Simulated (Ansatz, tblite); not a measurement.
# Ge(vinyl)3(nBu) (C10H18Ge): a ladder of methods and basis sets

How do method and basis change the picture of Ge(vinyl)3(nBu) (C10H18Ge) (singlet)?

The runs use Ansatz 0.2.0, Gaussian basis; as each input shows.

Levels to be run: GFN1-xTB, GFN2-xTB, PBE-D4/def2-TZVP, r2SCAN-D4/def2-TZVP, B3LYP-D4/def2-TZVP, HF/def2-TZVP, PBE-D4/def2-SVP, PBE0-D4/def2-SVP, HF/STO-3G, HF/6-31G, B3LYP-D4/6-31G, MP2/def2-SVP.

5 further runs of the same task are left out: 3 that didn't finish, 2 set aside as unsound or not needed. Runs told in other sessions of the task aren't counted.

### 1 The relaxed structure

The singlet was relaxed beforehand with PBE0-D4/def2-SVP.

29 atoms, charge 0, spin multiplicity 1.

Bond lengths: Ge1–C2 1.946 Å, Ge1–C7 1.947 Å, Ge1–C12 1.947 Å, Ge1–C17 1.961 Å, C2–C3 1.336 Å, C2–H4 1.098 Å, C3–H5 1.096 Å, C3–H6 1.097 Å, C7–C8 1.337 Å, C7–H9 1.098 Å, C8–H10 1.097 Å, C8–H11 1.096 Å, C12–C13 1.336 Å, C12–H14 1.098 Å, C13–H15 1.097 Å, C13–H16 1.097 Å, C17–C18 1.526 Å, C17–H21 1.104 Å and more. Angles: C2–Ge1–C7 109.0°, C2–Ge1–C12 108.8°, C2–Ge1–C17 110.4°, C7–Ge1–C12 108.6°, C7–Ge1–C17 109.6°, C12–Ge1–C17 110.4°, Ge1–C2–C3 123.2°, Ge1–C2–H4 118.2°, C3–C2–H4 118.6°, C2–C3–H5 121.6°, C2–C3–H6 122.2°, H5–C3–H6 116.3°, Ge1–C7–C8 123.4°, Ge1–C7–H9 118.1°, C8–C7–H9 118.5°, C7–C8–H10 121.5°, C7–C8–H11 122.2°, H10–C8–H11 116.3° and more.

PBE0-D4/def2-TZVP was run before; its log isn't repeated, and its numbers join the tables.

### 2 GFN1-xTB

Tight binding, by tblite at 300 K electronic temperature and without a spin-polarisation term:

```python
tblite.interface.Calculator('GFN1-xTB', numbers, positions, charge=0, uhf=0).singlepoint()
```

Energy -881.5211 eV, HOMO -11.52 eV, LUMO -7.10 eV; 0.026 s.

### 3 GFN2-xTB

Tight binding, by tblite at 300 K electronic temperature and without a spin-polarisation term:

```python
tblite.interface.Calculator('GFN2-xTB', numbers, positions, charge=0, uhf=0).singlepoint()
```

Energy -880.8512 eV, HOMO -10.55 eV, LUMO -6.05 eV; 0.016 s.

### 4 PBE-D4/def2-TZVP

start.molden holds the orbitals of an earlier run on this state, given as this run's starting guess.

Input file in.yaml:

```yaml
crystal:
  periodic: [false, false, false]
  atoms:
    - {symbol: Ge, position_ang: [0.446623, 0.476797, 0.748273]}
    - {symbol: C, position_ang: [0.342168, 0.353817, 2.687204]}
    - {symbol: C, position_ang: [1.379325, 0.601235, 3.492913]}
    - {symbol: H, position_ang: [-0.619538, 0.076929, 3.139357]}
    - {symbol: H, position_ang: [2.361638, 0.881267, 3.094429]}
    - {symbol: H, position_ang: [1.299729, 0.534010, 4.584493]}
    - {symbol: C, position_ang: [2.318917, 0.491183, 0.215141]}
    - {symbol: C, position_ang: [2.964532, 1.595598, -0.172119]}
    - {symbol: H, position_ang: [2.872694, -0.456973, 0.244295]}
    - {symbol: H, position_ang: [2.460992, 2.568637, -0.216481]}
    - {symbol: H, position_ang: [4.021493, 1.582572, -0.463563]}
    - {symbol: C, position_ang: [-0.373502, 2.148917, 0.181631]}
    - {symbol: C, position_ang: [-0.659501, 3.144829, 1.025283]}
    - {symbol: H, position_ang: [-0.600375, 2.284417, -0.884135]}
    - {symbol: H, position_ang: [-0.448259, 3.067721, 2.098562]}
    - {symbol: H, position_ang: [-1.114178, 4.083463, 0.686670]}
    - {symbol: C, position_ang: [-0.463785, -1.047254, -0.084320]}
    - {symbol: C, position_ang: [-0.448516, -1.008067, -1.610012]}
    - {symbol: C, position_ang: [-1.068727, -2.231659, -2.283254]}
    - {symbol: C, position_ang: [-2.552737, -2.418563, -2.005845]}
    - {symbol: H, position_ang: [0.027013, -1.966290, 0.281864]}
    - {symbol: H, position_ang: [-1.495163, -1.071115, 0.304742]}
    - {symbol: H, position_ang: [-0.975025, -0.101985, -1.962156]}
    - {symbol: H, position_ang: [0.592198, -0.900443, -1.962631]}
    - {symbol: H, position_ang: [-0.910476, -2.152266, -3.372625]}
    - {symbol: H, position_ang: [-0.516731, -3.134296, -1.964668]}
    - {symbol: H, position_ang: [-2.956858, -3.284341, -2.552417]}
    - {symbol: H, position_ang: [-2.753078, -2.586148, -0.936089]}
    - {symbol: H, position_ang: [-3.130853, -1.532002, -2.314535]}
basis:
  gaussian: {orbitals: def2-TZVP, initial_orbitals: start.molden}
hamiltonian: {xc: pbe, dispersion: d4}
scf: {omitted_lower_state_checks: [starts]}
output: {orbitals: {seedname: orbitals}}
```

Run with:

```sh
> ansatz run in.yaml --threads 4 --pin off --events-out ev --progress --plain --max-ram 6963MiB
```

Further steps of the session: r2SCAN-D4/def2-TZVP; B3LYP-D4/def2-TZVP; HF/def2-TZVP; PBE-D4/def2-SVP; PBE0-D4/def2-SVP; HF/STO-3G; HF/6-31G; B3LYP-D4/6-31G; MP2/def2-SVP.

Q: Predict the results of all the runs planned. Wanted: gap in def2-TZVP, named functionals and Hartree-Fock, smallest and largest; correlation energy, MP2/def2-SVP; binding an atom, functionals in def2-TZVP; PBE0 total energy, smallest basis above largest.

**Answer**, as computed:

| quantity | value |
| --- | --- |
| gap in def2-TZVP, named functionals and Hartree-Fock, smallest and largest | 5.05 eV (PBE-D4), 13.22 eV (HF) |
| correlation energy, MP2/def2-SVP | -43.70 eV |
| binding an atom, functionals in def2-TZVP | 4.21 (B3LYP-D4) to 4.30 eV (PBE-D4) |
| PBE0 total energy, smallest basis above largest | 18.43 eV (def2-SVP, def2-TZVP) |

In words: Orbital gaps of the named functionals and Hartree-Fock in def2-TZVP span 5.05 eV (PBE-D4) to 13.22 eV (HF); exact exchange widens it.
